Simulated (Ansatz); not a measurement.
# Ca2Eu2In3Ge4 (C2/m): the equilibrium volume, part 2 of 2

At what volume is Ca2Eu2In3Ge4 (C2/m) free of pressure?

Ansatz 0.2.0; DFT PBEsol, scalar-relativistic, plane waves, PAW. Earlier steps stand in the parts before.

## 3. Full relaxation

input.yaml

```yaml
crystal:
  lattice:
    - [8.37994466, -2.36072611, 0.0]
    - [8.37994466, 2.36072611, 0.0]
    - [-2.18279091, 0.0, 7.11436492]
  atoms:
    - { symbol: Ca, position: [0.423755, 0.423755, 0.633422] }
    - { symbol: Ca, position: [0.576245, 0.576245, 0.366578] }
    - { symbol: Eu, position: [0.646854, 0.646854, 0.923401], spin: 7.42 }
    - { symbol: Eu, position: [0.353146, 0.353146, 0.076599], spin: 7.42 }
    - { symbol: Ge, position: [0.946118, 0.946118, 0.341585] }
    - { symbol: Ge, position: [0.053882, 0.053882, 0.658415] }
    - { symbol: Ge, position: [0.80981, 0.80981, 0.771177] }
    - { symbol: Ge, position: [0.19019, 0.19019, 0.228823] }
    - { symbol: In, position: [0.0, 0.0, 0.0] }
    - { symbol: In, position: [0.786573, 0.786573, 0.375255] }
    - { symbol: In, position: [0.213427, 0.213427, 0.624745] }
basis:
  ecutwfc: 420
kpoints:
  mp_grid: { grid: [8, 8, 6] }
hamiltonian:
  xc: pbesol
scf:
  occupations: { method: gaussian, width: 0.05 }
  lower_state_search: "off"
output:
  forces: true
  stress: true
  eigenvalues: true
  populations: true
  hubbard: { sites: [{ species: Eu, l: f }] }
magnetization:
  spin_polarized: true
relax:
  adjacent_minimum: "off"
  f_tol: 0.005
  max_steps: 80
  cell: { stress_tol: 0.05 }
```

Started as:

```
ansatz run input.yaml --threads 8 --pin off --max-ram 14336MiB --backend cpu --events-out ev --progress --plain --runs-dir out
```

The program printed:

```text
Warning: RAYON_NUM_THREADS=8 ignored (pool sized by the plan → 8); use --threads N
Eu: projections on atomic orbitals take those of the free atom [Kr 4d10] 4f7 5s2 5p6 5d0 6s2, of charge +0.00 (hamiltonian.pseudopotentials.projection_atoms); the dataset's partial waves leave at most 1.0e-3 of an orbital's norm unspanned inside its sphere
Engine: ansatz 0.2.0, aarch64-unknown-linux-gnu
Pseudopotentials: kind: paw
Pseudopotential: Ca, paw, valence charge 10, recommended cutoff 420 eV (normal), Ca.paw.azcp
Pseudopotential: Eu, paw, valence charge 17, recommended cutoff 420 eV (normal), Eu.paw.azcp
Pseudopotential: Ge, paw, valence charge 14, recommended cutoff 420 eV (normal), Ge.paw.azcp
Pseudopotential: In, paw, valence charge 13, recommended cutoff 420 eV (normal), In.paw.azcp
Functional definition: PBEsol
  exchange = pbesol_x
  correlation = pbesol_c
Crystal: 11 atoms, lattice volume = 281.483 Å³
Basis set: ecut = 420 eV, 5495 PW (Γ), exchange–correlation on 120×120×100 points (8 copies of the dense FFT grid, shifted against one another)
Bands: 99, of which v1, the nominal top of the filled ones, is band 75 counted from 1 (74 counted from 0)
Symmetry: 4 space group operations
Space group: C2/m (ITA 12), of the structure as read, at distance tolerance 6.6e-5 Å
Magnetic group: BNS 12.58 (UNI 65), of the structure as read, at distance tolerance 6.6e-5 Å
k-points: 114 of 384
Non-local potential: Ca, projectors of the file, l = 0: 3, l = 1: 2, l = 2: 2
Non-local potential: Eu, projectors of the file, l = 0: 3, l = 1: 2, l = 2: 2, l = 3: 3
Non-local potential: Ge, projectors of the file, l = 0: 2, l = 1: 2, l = 2: 3, l = 3: 1
Non-local potential: In, projectors of the file, l = 0: 2, l = 1: 2, l = 2: 2, l = 3: 2
PAW form: soft (Blöchl's): semilocal exchange-correlation on the pseudo side does not see the compensation charge
PAW frozen core: Ca, regenerated for the run's functional, and the local potential with it (the file was generated under x = pbe(κ = 0.804, μ = 0.2195149727645171), c = pbe(β = 0.06672455060314922))
PAW frozen core: Eu, regenerated for the run's functional, and the local potential with it (the file was generated under x = pbe(κ = 0.804, μ = 0.2195149727645171), c = pbe(β = 0.06672455060314922))
PAW frozen core: Ge, regenerated for the run's functional, and the local potential with it (the file was generated under x = pbe(κ = 0.804, μ = 0.2195149727645171), c = pbe(β = 0.06672455060314922))
PAW frozen core: In, regenerated for the run's functional, and the local potential with it (the file was generated under x = pbe(κ = 0.804, μ = 0.2195149727645171), c = pbe(β = 0.06672455060314922))
PAW one-centre angular grid: Ca, 110 points (default); XC on 64 Gauss nodes
PAW one-centre angular grid: Eu, 590 points (default); XC on 64 Gauss nodes
PAW one-centre angular grid: Ge, 590 points (default); XC on 64 Gauss nodes
PAW one-centre angular grid: In, 590 points (default); XC on 64 Gauss nodes
Initial density: superposition of atomic densities (chi_scale 0.1, normalization cell, long waves kept (reshape's long-wave potential 0.09 eV rms))
Starting moments: Σ|m| = 14.84 μB on 2 of 11 sites
Initial wavefunctions: pseudopotential atomic-orbital guess
Functional: x = pbesol(κ = 0.804, μ = 0.12345679012345678), c = pbesol(β = 0.046)
SCF iter   1: F=—  HF=-54510.748458 eV  |F-HF|=—  |Δ(HF+E_count)|=         —  Δρ=1.57e-1 (↑1.57e-1 ↓1.27e-1)  dr2=1.39e1  dr2_m=5.10e1  M=14.595 μB ∫|m|=15.044 μB  β_m=1.00  ethr=3.10e-3  ⟨swp⟩=10.2  Hψ=107208  notcnv=0  defer=75
preconditioner: auto → Kerker (q_TF=auto, 2.454 Å⁻¹)  [metal: Δε(μ)=0.006 eV  Ē_g=15.987 eV  σ=0.050 eV  W_gap=0.07  n_scr=70 (ndim 8)  ℏωp=26.3 eV  f_vac=0.000  D(μ)=4.56/eV (n_scr^D=26)]
spin=Collinear: Kerker preconditioning applied to the charge; magnetization (m = ρ↑ − ρ↓) channel mixes plain (no charge-response kernel on spin).
SCF iter   2: F=—  HF=-54498.492861 eV  |F-HF|=—  |Δ(HF+E_count)|=    1.23e1  Δρ=1.64e-2 (↑1.36e-2 ↓1.64e-2)  dr2=8.58e0  dr2_m=1.06e-1  M=13.801 μB ∫|m|=14.140 μB  β_m=0.30  ethr=3.10e-3  ⟨swp⟩=3.0  Hψ=54907  notcnv=0  defer=3074
SCF iter   3: F=—  HF=-54505.122463 eV  |F-HF|=—  |Δ(HF+E_count)|=    6.63e0  Δρ=2.81e-2 (↑2.81e-2 ↓1.00e-2)  dr2=4.93e0  dr2_m=6.20e-1  M=14.165 μB ∫|m|=14.574 μB  β_m=1.00  ethr=3.10e-3  ⟨swp⟩=3.3  Hψ=45810  notcnv=0  defer=3072
SCF iter   4: F=—  HF=-54508.098885 eV  |F-HF|=—  |Δ(HF+E_count)|=    2.98e0  Δρ=2.51e-2 (↑2.51e-2 ↓4.69e-3)  dr2=2.56e0  dr2_m=4.46e-1  M=13.478 μB ∫|m|=13.767 μB  β_m=0.30  ethr=3.10e-3  ⟨swp⟩=4.2  Hψ=50203  notcnv=0  defer=3026
SCF iter   5: F=—  HF=-54510.768449 eV  |F-HF|=—  |Δ(HF+E_count)|=    2.67e0  Δρ=2.18e-2 (↑2.18e-2 ↓3.67e-3)  dr2=1.63e0  dr2_m=2.54e-1  M=14.180 μB ∫|m|=14.505 μB  β_m=1.00  ethr=1.72e-3  ⟨swp⟩=4.6  Hψ=50854  notcnv=0  defer=3072
SCF iter   6: F=—  HF=-54511.868829 eV  |F-HF|=—  |Δ(HF+E_count)|=    1.10e0  Δρ=1.37e-2 (↑1.37e-2 ↓3.32e-3)  dr2=7.98e-1  dr2_m=9.10e-2  M=14.138 μB ∫|m|=14.425 μB  β_m=1.00  ethr=1.10e-3  ⟨swp⟩=3.8  Hψ=43210  notcnv=0  defer=3065
SCF iter   7: F=—  HF=-54512.307627 eV  |F-HF|=—  |Δ(HF+E_count)|=   4.39e-1  Δρ=2.71e-3 (↑2.71e-3 ↓1.61e-3)  dr2=1.47e-2  dr2_m=1.02e-2  M=13.949 μB ∫|m|=14.202 μB  β_m=0.30  ethr=5.35e-4  ⟨swp⟩=3.8  Hψ=42887  notcnv=0  defer=3016
SCF iter   8: F=—  HF=-54512.485058 eV  |F-HF|=—  |Δ(HF+E_count)|=   1.77e-1  Δρ=2.13e-3 (↑2.13e-3 ↓1.02e-3)  dr2=9.23e-3  dr2_m=5.71e-3  M=13.956 μB ∫|m|=14.211 μB  β_m=0.30  ethr=9.85e-6  ⟨swp⟩=2.7  Hψ=42977  notcnv=0  defer=2993
Mixer restart at iter 8: flushing history
spin-set hold released at iteration 8 (site moments contracting): the magnetisation degrees of freedom join the quasi-Newton model from the next iteration; the mixer history was flushed
SCF iter   9: F=—  HF=-54512.573735 eV  |F-HF|=—  |Δ(HF+E_count)|=   8.87e-2  Δρ=1.11e-3 (↑1.11e-3 ↓9.03e-4)  dr2=1.05e-2  dr2_m=1.04e-3  M=14.003 μB ∫|m|=14.261 μB  β_m=0.65  ethr=6.19e-6  ⟨swp⟩=2.4  Hψ=38732  notcnv=0  defer=2993
SCF iter  10: F=—  HF=-54512.675987 eV  |F-HF|=—  |Δ(HF+E_count)|=   1.02e-1  Δρ=1.27e-2 (↑1.27e-2 ↓6.85e-4)  dr2=4.49e-1  dr2_m=1.11e-1  M=13.759 μB ∫|m|=14.022 μB  β_m=0.37  ethr=6.19e-6  ⟨swp⟩=3.5  Hψ=40949  notcnv=0  defer=2995  recentre
SCF iter  11: F=—  HF=-54512.656427 eV  |F-HF|=—  |Δ(HF+E_count)|=   1.96e-2  Δρ=8.02e-4 (↑8.02e-4 ↓4.29e-4)  dr2=1.55e-3  dr2_m=9.16e-4  M=13.985 μB ∫|m|=14.241 μB  β_m=0.56  ethr=6.19e-6  ⟨swp⟩=2.9  Hψ=42300  notcnv=0  defer=2983
SCF iter  12: F=—  HF=-54512.662479 eV  |F-HF|=—  |Δ(HF+E_count)|=   6.05e-3  Δρ=9.78e-4 (↑9.78e-4 ↓1.07e-4)  dr2=2.76e-3  dr2_m=7.07e-4  M=13.985 μB ∫|m|=14.243 μB  β_m=0.78  ethr=1.04e-6  ⟨swp⟩=2.2  Hψ=39460  notcnv=0  defer=2982
SCF iter  13: F=—  HF=-54512.662294 eV  |F-HF|=—  |Δ(HF+E_count)|=   1.86e-4  Δρ=1.06e-4 (↑1.06e-4 ↓3.39e-5)  dr2=1.16e-4  dr2_m=5.81e-6  M=14.001 μB ∫|m|=14.260 μB  β_m=0.89  ethr=1.04e-6  ⟨swp⟩=2.1  Hψ=26207  notcnv=0  defer=2982
SCF iter  14: F=—  HF=-54512.662286 eV  |F-HF|=—  |Δ(HF+E_count)|=   8.07e-6  Δρ=7.05e-5 (↑7.05e-5 ↓1.47e-5)  dr2=1.42e-5  dr2_m=3.77e-6  M=14.004 μB ∫|m|=14.265 μB  β_m=0.89  ethr=7.80e-8  ⟨swp⟩=2.2  Hψ=25821  notcnv=0  defer=2982
SCF iter  15: F=—  HF=-54512.662513 eV  |F-HF|=—  |Δ(HF+E_count)|=   2.27e-4  Δρ=8.00e-5 (↑8.00e-5 ↓7.49e-6)  dr2=1.87e-5  dr2_m=4.26e-6  M=14.004 μB ∫|m|=14.265 μB  β_m=0.89  ethr=9.56e-9  ⟨swp⟩=2.1  Hψ=32340  notcnv=0  defer=2982
SCF iter  16: F=—  HF=-54512.662512 eV  |F-HF|=—  |Δ(HF+E_count)|=   9.57e-7  Δρ=5.60e-5 (↑5.60e-5 ↓3.34e-6)  dr2=1.02e-5  dr2_m=2.00e-6  M=14.004 μB ∫|m|=14.264 μB  β_m=0.80  ethr=9.56e-9  ⟨swp⟩=1.0  Hψ=19590  notcnv=0  defer=2982
SCF iter  17: F=—  HF=-54512.662511 eV  |F-HF|=—  |Δ(HF+E_count)|=   6.87e-7  Δρ=1.63e-5 (↑1.63e-5 ↓1.27e-6)  dr2=9.29e-7  dr2_m=1.72e-7  M=14.003 μB ∫|m|=14.264 μB  β_m=0.57  ethr=6.83e-9  ⟨swp⟩=1.1  Hψ=19616  notcnv=0  defer=2982
SCF iter  18: F=-54512.662511 eV  HF=-54512.662511 eV  |F-HF|=6.55e-9  |Δ(HF+E_count)|=   6.92e-8  Δρ=9.73e-7 (↑9.73e-7 ↓5.31e-7)  dr2=5.92e-9  dr2_m=1.05e-9  M=14.003 μB ∫|m|=14.263 μB  ethr=6.71e-11  ⟨swp⟩=13.8  Hψ=128588  notcnv=0
SCF 1 converged in 18 iterations: F = -54512.662511 eV  dr2 = 5.92e-9
relax step   1: F+E_penalty+E_count = -54512.66251096 eV  Δ(F+E_penalty+E_count) = +0.000e0 eV  max|allowed force component| = 2.089e-1 eV/Å  Δτ_max = 0.0000 Å  P = -2.979 GPa  Ω = 281.483 Å³  (18 SCF iters, dr2 threshold 1.00e-7 eV, accepted)
[... from here on, the SCF cycles and remarks between the steps are left out ...]
relax step   2: F+E_penalty+E_count = -54512.96779889 eV  Δ(F+E_penalty+E_count) = -3.053e-1 eV  max|allowed force component| = 1.064e-1 eV/Å  Δτ_max = 0.0321 Å  P = -0.026 GPa  Ω = 263.057 Å³  energy of the carried Pulay correction = +4.476e-3 eV  (12 SCF iters, dr2 threshold 1.10e-6 eV, accepted)
relax step   3: F+E_penalty+E_count = -54512.99242702 eV  Δ(F+E_penalty+E_count) = -2.463e-2 eV  max|allowed force component| = 6.242e-2 eV/Å  Δτ_max = 0.0410 Å  P = +0.184 GPa  Ω = 261.764 Å³  energy of the carried Pulay correction = +4.801e-3 eV  (11 SCF iters, dr2 threshold 1.10e-6 eV, accepted)
relax step   4: F+E_penalty+E_count = -54512.99395853 eV  Δ(F+E_penalty+E_count) = -1.532e-3 eV  max|allowed force component| = 2.573e-2 eV/Å  Δτ_max = 0.0119 Å  P = +0.012 GPa  Ω = 262.670 Å³  energy of the carried Pulay correction = +4.573e-3 eV  (10 SCF iters, dr2 threshold 2.59e-7 eV, accepted)
relax step   5: F+E_penalty+E_count = -54512.99429695 eV  Δ(F+E_penalty+E_count) = -3.384e-4 eV  max|allowed force component| = 6.546e-3 eV/Å  Δτ_max = 0.0050 Å  P = +0.005 GPa  Ω = 262.773 Å³  energy of the carried Pulay correction = +4.547e-3 eV  (9 SCF iters, dr2 threshold 4.14e-8 eV, accepted)
relax step   6: F+E_penalty+E_count = -54512.99431349 eV  Δ(F+E_penalty+E_count) = -1.655e-5 eV  max|allowed force component| = 3.664e-3 eV/Å  Δτ_max = 0.0019 Å  P = -0.001 GPa  Ω = 262.787 Å³  energy of the carried Pulay correction = +4.544e-3 eV  (9 SCF iters, dr2 threshold 2.68e-9 eV, accepted)
relax step   7: F+E_penalty+E_count = -54512.99009411 eV  Δ(F+E_penalty+E_count) = +4.219e-3 eV  max|allowed force component| = 3.668e-3 eV/Å  Δτ_max = 0.0000 Å  P = -0.005 GPa  Ω = 262.787 Å³  stress off target by 1.02e-2 GPa  SCF on the basis re-selected at this cell (its energy is not comparable with the rows above)  (8 SCF iters)
basis re-selected at this cell: Δ(F+E_penalty+E_count) = +4.219e-3 eV, ΔP = -0.004 GPa vs the last step (what re-selecting the basis moved, of the pressure what is left beyond the Pulay correction that the steps carried, after the strain that the cell walked since its last selection, with what the two solves' SCF thresholds leave and, on support functions, any second-order correction that the steps lacked; it is no measure of the basis error at this ecutwfc). This SCF's stress stands 1.02e-2 GPa from its target on what of the cell is left free (relax.cell.stress_tol is 5.00e-2 GPa) and its largest allowed force component is 3.67e-3 eV/Å (relax.f_tol is 5.00e-3 eV/Å): within both
SCF converged after 8 iterations
Magnetization: 13.9704 μB (81.4852 up, 67.5148 down)
Absolute magnetization: 14.2497 μB (∫|ρ↑−ρ↓|, with the PAW one-centre terms)
Spin contamination: 0.1246 ħ² per cell (⟨S²⟩ above its minimum at these occupations)
Per-site moments (μB) at R_I (Å): [(0.006452038149256702, 1.2695944836503037), (0.006452038149255973, 1.2695944836503046), (6.711043652433953, 1.2622250992801547), (6.711043652433956, 1.2622250992801536), (-0.012639099991975258, 1.0444089754450763), (-0.012639099991975242, 1.0444089754450763), (-0.016844571271841014, 1.1524784587455976), (-0.01684457127184052, 1.1524784587455963), (-0.003915090863402516, 1.194947896694182), (0.0023668931083620512, 1.139065214363652), (0.0023668931083620595, 1.139065214363652)]
Free energy (F): -54512.990094 eV
Harris-Foulkes:  -54512.990094 eV  (|F-HF|=2.91e-11)
Internal energy: -54512.983437 eV  (E = F + TS)
E sigma→0 (E₀):  -54512.986765 eV
Entropy (-TS):   -0.006657 eV (-0.605 meV/atom)
Fermi energy:    10.909816 eV
--- Per-component energies (eV) ---
  E_band       = -739.064458
  E_kinetic    = 2449.592502
  E_local      = -17647.895037  (includes V_loc(G=0)·N_el)
  E_nonlocal   = 3843.408669
  E_hartree    = 7324.143733
  E_xc         = -1573.944447
  E_vxc        = -1316.919245  (∫ρ·V_xc dr)
  E_paw        = -34401.298170  (= ΣΔE_a)
  E_vpaw       = -2715.541084  (= ΣTr[D̂ρ^β])
  E_aug_tail   = 0.001292  (compensation charges beyond the density's cutoff)
  E_ewald      = -14512.782681
  E_core_change = 5.790703  (= ΣΔE_core)
  E_smearing   = -0.006657  (= −TS)
  E_closure    = -0.000000  (closes the sum)
  Σ components = -54512.990094   (vs F -54512.990094, Δ=0.00e0)
--- Forces (eV/Å), atoms counted from 1 ---
  atom   1  Ca     0.00229715     0.00000000    -0.00010873
  atom   2  Ca    -0.00229715    -0.00000000     0.00010873
  atom   3  Eu    -0.00025468     0.00000000     0.00366803
  atom   4  Eu     0.00025468    -0.00000000    -0.00366803
  atom   5  Ge     0.00261239    -0.00000000    -0.00206258
  atom   6  Ge    -0.00261239     0.00000000     0.00206258
  atom   7  Ge    -0.00040038    -0.00000000    -0.00093474
  atom   8  Ge     0.00040038     0.00000000     0.00093474
  atom   9  In     0.00000000     0.00000000     0.00000000
  atom  10  In     0.00117552     0.00000000     0.00147715
  atom  11  In    -0.00117552    -0.00000000    -0.00147715
  max |Σ_I F_I| component: 4.34e-19 eV/Å
--- Stress (GPa, compression-positive) ---
        0.003002       0.000000       0.001953
        0.000000      -0.010157      -0.000000
        0.001953      -0.000000      -0.008119
  P = ⅓ Tr σ = -0.0051 GPa (-0.051 kbar)
--- Band table (eV; the first three rows and the last of 228) ---
  k-point 0 ↑: bands = ["-30.2877", "-30.2784", "-29.9803", "-29.9742", "-13.4551", "-13.4547", "-13.4454", "-13.4451", "-13.4218", "-13.4210", "-13.4034", "-13.4024", "-13.3992", "-13.3983", "-13.3685", "-13.3182", "-13.2461", "-13.2372", "-13.2364", "-13.2055", "-13.1925", "-13.1888", "-13.1623", "-13.1257", "-11.1572", "-11.1235", "-11.1105", "-11.1051", "-11.0912", "-11.0634", "-9.1362", "-9.1192", "-9.0823", "-9.0681", "-9.0154", "-8.9819", "-3.9305", "-3.9054", "-3.8758", "-3.8426", "-3.8340", "-3.8099", "-3.7904", "-3.7624", "-3.7458", "-3.6832", "-3.5185", "-3.4813", "-3.4332", "-3.4220", "-3.4206", "0.3555", "1.7637", "2.3363", "3.0928", "4.5938", "5.5250", "6.8468", "7.0896", "8.1643", "8.9413", "9.0565", "9.5488", "9.5807", "9.7808", "9.8359", "10.1534", "10.3126", "10.4995", "10.5213", "10.5329", "10.5478", "10.5571", "10.5753", "10.5778", "10.5899", "10.6625", "10.6638", "10.6936", "10.7608", "10.7800", "10.8241", "11.3529", "11.3594", "12.2653", "12.4882", "12.5069", "12.6104", "12.8826", "13.1160", "13.1392", "13.2459", "13.9574", "14.3561", "14.4015", "14.4092", "14.8661", "14.8915", "14.9060"]
[... 3 lines left out ...]
--- Relaxed structure (6 steps of the walk, 6 accepted, 1 SCFs on fresh bases) ---
  F+E_penalty+E_count = -54512.99009411 eV   max|allowed force component| = 3.668e-3 eV/Å   (the final SCF, on the basis selected at the relaxed cell)
  cell:  # Å, volume = 262.7872 Å³
    - [8.445011812845788, -2.2070714663862283, 0.04461495103825194]
    - [8.445011812845788, 2.2070714663862283, 0.04461495103825193]
    - [-2.1618624838685214, -1.6941471070640666e-17, 7.038067317199155]
  atoms:
    - { symbol: Ca, position: [0.42386387857809765, 0.42386387857809765, 0.6322440596632404] }
    - { symbol: Ca, position: [0.5761361214219025, 0.5761361214219025, 0.36775594033675996] }
    - { symbol: Eu, position: [0.648002266882104, 0.648002266882104, 0.9230286916335658] }
    - { symbol: Eu, position: [0.35199773311789634, 0.35199773311789634, 0.0769713083664346] }
    - { symbol: Ge, position: [0.9461315793506272, 0.9461315793506272, 0.33957996890993597] }
    - { symbol: Ge, position: [0.05386842064937285, 0.05386842064937285, 0.6604200310900643] }
    - { symbol: Ge, position: [0.8126738046555475, 0.8126738046555475, 0.7731444270608154] }
    - { symbol: Ge, position: [0.18732619534445283, 0.18732619534445283, 0.22685557293918485] }
    - { symbol: In, position: [8.153157926092468e-22, 8.153157926092581e-22, -2.7708399827856625e-21] }
    - { symbol: In, position: [0.7871178404786927, 0.7871178404786927, 0.3709750947272279] }
    - { symbol: In, position: [0.21288215952130726, 0.21288215952130726, 0.6290249052727723] }
--- Löwdin populations: 11 sites ---
  site symbol       q [e]    m [muB]
     0     Ca      8.2864     0.0040
     1     Ca      8.2864     0.0040
     2     Eu     17.1177     7.0160
     3     Eu     17.1177     7.0160
     4     Ge     14.5965    -0.0328
     5     Ge     14.5965    -0.0328
     6     Ge     14.3643    -0.0353
     7     Ge     14.3643    -0.0353
     8     In     13.3593    -0.0088
     9     In     13.0965     0.0234
    10     In     13.0965     0.0234
  spilling = 0.004819 (of n_electrons = 149.000000)
--- Occupation matrices: 2 shells (Löwdin-built; ε = 2.00e-2, provisional) ---
  Eu2 f_4F: site group Cs (m)
  Eu2 f_4F up     Tr n = 6.7767  λ = 0.939 0.964 0.964 0.969 0.979 0.981 0.982  [yz2 0.67 A''(1.00) | 6× z3 0.17 A'(0.67)]
  Eu2 f_4F dn     Tr n = 0.0315  λ = 0.002 0.003 0.003 0.005 0.005 0.006 0.007  [7× z3 0.14 A'(0.57)]
  Eu3 f_4F: site group Cs (m)
  Eu3 f_4F up     Tr n = 6.7767  λ = 0.939 0.964 0.964 0.969 0.979 0.981 0.982  [yz2 0.67 A''(1.00) | 6× z3 0.17 A'(0.67)]
  Eu3 f_4F dn     Tr n = 0.0315  λ = 0.002 0.003 0.003 0.005 0.005 0.006 0.007  [7× z3 0.14 A'(0.57)]
  Tr n, λ and their labels are of the run-group-symmetrised matrices; stabiliser: 4 of 8 elements of G0×{1,Θ} (closed), max defect 3.9e-15 at τ = 4.2e-3
```

Wall time 9.8 min (8 threads of Arm Neoverse V1, shared host); peak memory 4.4 GiB.

The steps of the relaxation:

| step | energy from step 1 (meV/atom) | largest force component (eV/Å) | pressure (GPa) | volume (Å³/atom) |
| --- | --- | --- | --- | --- |
| 1 | 0.0 | 0.209 | -2.98 | 25.589 |
| 2 | -27.8 | 0.106 | -0.03 | 23.914 |
| 3 | -30.0 | 0.062 | 0.18 | 23.797 |
| 4 | -30.1 | 0.026 | 0.01 | 23.879 |
| 5 | -30.2 | 0.007 | 0.01 | 23.888 |
| 6 | -30.2 | 0.004 | 0.00 | 23.890 |
| 7 | -29.8 | 0.004 | -0.01 | 23.890 |

Step 1 is the start. Step 7 repeats the geometry before it on a plane-wave basis chosen anew for the final cell, which shifts the energy by +0.4 meV/atom. The run keeps the 4 symmetry operations that it found, so it can't reach a distortion that breaks them.

Read off: volume 23.890 Å³/atom, pressure -0.01 GPa, metallic, spin moments in the atoms' spheres Eu 6.71 μB.

## 4. The cell, before and after

How the cell compares, before and after:

| cell as typed | before | after | change |
| --- | --- | --- | --- |
| a (Å) | 8.706 | 8.729 | +0.3 % |
| b (Å) | 8.706 | 8.729 | +0.3 % |
| c (Å) | 7.442 | 7.363 | -1.1 % |
| α (°) | 106.40 | 106.21 | -0.19° |
| β (°) | 106.40 | 106.21 | -0.19° |
| γ (°) | 31.47 | 29.29 | -2.17° |
| volume (Å³/atom) | 25.589 | 23.890 | -6.6 % |
| shortest distance (Å) | 2.515 | 2.532 | +0.7 % |
| space group | C2/m | C2/m | same |

## 5. Outcome

The summary covers parts 1 to 2. Changes of volume or cell count from the first structure of part 1.

| quantity | value |
| --- | --- |
| volume | 23.890 Å³/atom |
| pressure | -0.01 GPa |
| conventional cell | a = 16.890 Å, b = 4.414 Å, c = 7.363 Å, α = 90.00°, β = 106.77°, γ = 90.00° |
| gap on the mesh | none (metal) |
| spin moments in spheres | Eu 6.71 μB |

Over the 2 runs shown the cell moved from 25.59 to 23.89 Å³/atom, a change of -6.6 %, where the pressure is zero within 0.01 GPa. No U acts on the 4f shell, so its levels can lie too near the Fermi level. Spin–orbit coupling is left out, though the cell holds Eu; it splits the 4f levels.
